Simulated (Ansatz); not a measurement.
# GeSb4Te7: the cost of one run

Method: DFT PBE+D3(BJ), scalar-relativistic, plane waves, PAW, in Ansatz 0.2.0.

## (1) The structure to begin with

It takes space group P-3m1 (No. 164, trigonal). Conventional cell: a = 4.289 Å, b = 4.289 Å, c = 24.638 Å, α = 90.00°, β = 90.00°, γ = 120.00°. Around Ge (site symmetry -3m) lie 6 Te at 3.00 Å. Sb (site symmetry 3m) is surrounded by 6 Te at 3.01 to 3.18 Å. Sb (site symmetry 3m) has 6 Te at 3.00 to 3.19 Å as nearest neighbours. Around Te (site symmetry 3m) lie 3 Sb at 3.01 Å. Te (site symmetry 3m) has 3 Sb at 3.00 Å as nearest neighbours. Te (site symmetry 3m) is surrounded by 3 Ge at 3.00 Å and 3 Sb at 3.19 Å. Around Te (site symmetry -3m) lie 6 Sb at 3.18 Å.

As a file:

```
Ge Sb Te
1.0
     4.28930    0.00000    0.00000
    -2.14465    3.71464    0.00000
     0.00000    0.00000   24.63778
Ge Sb Te
1 4 7
Direct
  0.00000 0.00000 0.50000
  0.66667 0.33333 0.91890
  0.33333 0.66667 0.34975
  0.33333 0.66667 0.08110
  0.66667 0.33333 0.65025
  0.33333 0.66667 0.84973
  0.66667 0.33333 0.15027
  0.00000 0.00000 0.71898
  0.66667 0.33333 0.43139
  0.33333 0.66667 0.56861
  0.00000 0.00000 0.00000
  0.00000 0.00000 0.28102
```

## (2) Relaxing cell and atoms: GeSb4Te7, no spin

Input file input.yaml:

```yaml
crystal:
  lattice:
    - [4.2893002584, 0.0, 0.0]
    - [-2.1446501292, 3.7146429882, 0.0]
    - [0.0, 0.0, 24.63777845]
  atoms:
    - { symbol: Ge, position: [0.0, 0.0, 0.5] }
    - { symbol: Sb, position: [0.66666667, 0.33333333, 0.91889862] }
    - { symbol: Sb, position: [0.33333333, 0.66666667, 0.3497515] }
    - { symbol: Sb, position: [0.33333333, 0.66666667, 0.08110138] }
    - { symbol: Sb, position: [0.66666667, 0.33333333, 0.6502485] }
    - { symbol: Te, position: [0.33333333, 0.66666667, 0.84973187] }
    - { symbol: Te, position: [0.66666667, 0.33333333, 0.15026813] }
    - { symbol: Te, position: [0.0, 0.0, 0.71897829] }
    - { symbol: Te, position: [0.66666667, 0.33333333, 0.4313943] }
    - { symbol: Te, position: [0.33333333, 0.66666667, 0.5686057] }
    - { symbol: Te, position: [0.0, 0.0, 0.0] }
    - { symbol: Te, position: [0.0, 0.0, 0.28102171] }
scf:
  occupations: { method: gaussian, width: 0.03 }
output:
  forces: true
  stress: true
  eigenvalues: true
hamiltonian:
  xc: pbe
  dispersion: d3bj
kpoints:
  mp_grid: { grid: [10, 10, 2] }
relax:
  f_tol: 0.003
  max_steps: 60
  cell: { stress_tol: 0.03 }
```

Launch:

```
ansatz run input.yaml --threads 8 --pin off --max-ram 16384MiB --backend cpu --events-out ev --progress --plain --runs-dir out
```

**Question.** How long does this run take on 8 threads of Intel Xeon Platinum 8259CL at 2.50GHz (Skylake/Cascade Lake), shared host, and how much memory does it need?

About 94 s, with a peak of 2.5 GiB.
